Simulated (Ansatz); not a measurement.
Runs of Ansatz 0.2.0 on HfMoC2. Symmetry: P4/mmm, No. 123, tetragonal system. Conventional cell: a = 3.191 Å, b = 3.191 Å, c = 4.485 Å, α = 90.00°, β = 90.00°, γ = 90.00°. Hf (site symmetry 4/mmm) has 6 C at 2.24 to 2.26 Å as nearest neighbours. Mo (site symmetry 4/mmm) is surrounded by 6 C at 2.24 to 2.26 Å. C (site symmetry 4/mmm) is surrounded by 2 Mo at 2.24 Å and 4 Hf at 2.26 Å. Around C (site symmetry 4/mmm) lie 2 Hf at 2.24 Å and 4 Mo at 2.26 Å. The cell comes from a database or a generator and needn't be the stable form of this composition.

```tsv
level	U	hubbard projectors	double counting	gap on the mesh (eV)	pressure (GPa)
r2SCAN+U	Hf d U = 4 eV, Mo d U = 4 eV	ortho-atomic (the default)	fll (the default)	none	1.9
r2SCAN+U	Hf d U = 3 eV, Mo d U = 3 eV	ortho-atomic (the default)	fll (the default)	none	(b)
r2SCAN+U	Hf d U = 5 eV, Mo d U = 5 eV	ortho-atomic (the default)	fll (the default)	none	(c)
r2SCAN+U	Hf d U = 6 eV, Mo d U = 6 eV	ortho-atomic (the default)	fll (the default)	none	5.7
r2SCAN	-	-	-	none	(a)
r2SCAN+U	Hf d U = 8 eV, Mo d U = 8 eV	ortho-atomic (the default)	fll (the default)	none	13.3
r2SCAN+U	Hf d U = 1 eV, Mo d U = 1 eV	ortho-atomic (the default)	fll (the default)	none	-2.1
r2SCAN+U	Hf d U = 2 eV, Mo d U = 2 eV	ortho-atomic (the default)	fll (the default)	none	-1.0
```

Alike in all rows: task projected density of states; potentials or basis Ansatz PAW; no spin polarisation; cell as given; k mesh 8 × 8 × 6; cutoff (eV) 500; smearing fermi-dirac 0.05 eV.

Question: Fill in the values left out.

Answer: (a) -3.1; (b) 0.2; (c) 3.9.

Caveats: the PAW data sets come from PBE, with cores solved anew for the run's functional, which leaves a small shift of forces and pressure; the density of states is complete only up to the lowest level of the last band computed; U without spin polarisation on a metal has little footing (some runs); the U is typed as a test and isn't derived for this compound (some runs).

A k mesh can miss the band edges, and the runs leave out spin-orbit coupling on Hf, Mo.

A gap of «none» marks a metal or a gap under the smearing width.
